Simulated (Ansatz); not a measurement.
# HCl: the cost of one run

Computed with Ansatz 0.2.0 (DFT PBEsol, scalar-relativistic, plane waves, PAW, unless a step's input says otherwise).

1 further run of the same task is left out (it didn't finish).

## 1. The starting structure

Symmetry: Fmmm, No. 69, orthorhombic system. Conventional cell: a = 5.030 Å, b = 5.350 Å, c = 5.710 Å, α = 90.00°, β = 90.00°, γ = 90.00°. H (site symmetry mmm) has 6 Cl at 2.52 to 2.85 Å as nearest neighbours. Around Cl (site symmetry mmm) lie 6 H at 2.52 to 2.85 Å.

Structure file:

```cif
data_structure
_symmetry_space_group_name_H-M 'P 1'
_symmetry_Int_Tables_number 1
_cell_length_a 3.9124
_cell_length_b 3.8048
_cell_length_c 3.6716
_cell_angle_alpha 63.078
_cell_angle_beta 60.123
_cell_angle_gamma 56.799
_cell_volume 38.41
loop_
_atom_site_label
_atom_site_type_symbol
_atom_site_fract_x
_atom_site_fract_y
_atom_site_fract_z
_atom_site_occupancy
H1 H 0.00000 0.00000 0.00000 1
Cl1 Cl 0.50000 0.50000 0.50000 1
```

The cell is taken as given, not relaxed at this level.

## 2. Zero of the scan

The input, input.yaml:

```yaml
crystal:
  lattice:
    - [0.0, 2.675, 2.855]
    - [2.515, 0.0, 2.855]
    - [2.515, 2.675, 0.0]
  atoms:
    - { symbol: H, position: [0.0, 0.0, 0.0] }
    - { symbol: Cl, position: [0.5, 0.5, 0.5] }
basis:
  ecutwfc: 420
kpoints:
  mp_grid: { grid: [16, 16, 16] }
hamiltonian:
  xc: pbesol
scf:
  occupations: { method: gaussian, width: 0.15 }
output:
  forces: true
  stress: true
  eigenvalues: true
```

Started as:

```sh
$ ansatz run input.yaml --threads 1 --pin off --max-ram 1228MiB --backend cpu --events-out ev --progress --plain --runs-dir out
```

Q: Estimate wall time and peak memory on 1 thread of an x86-64 CPU, shared host.

About 12 s, with a peak of 0.51 GiB.
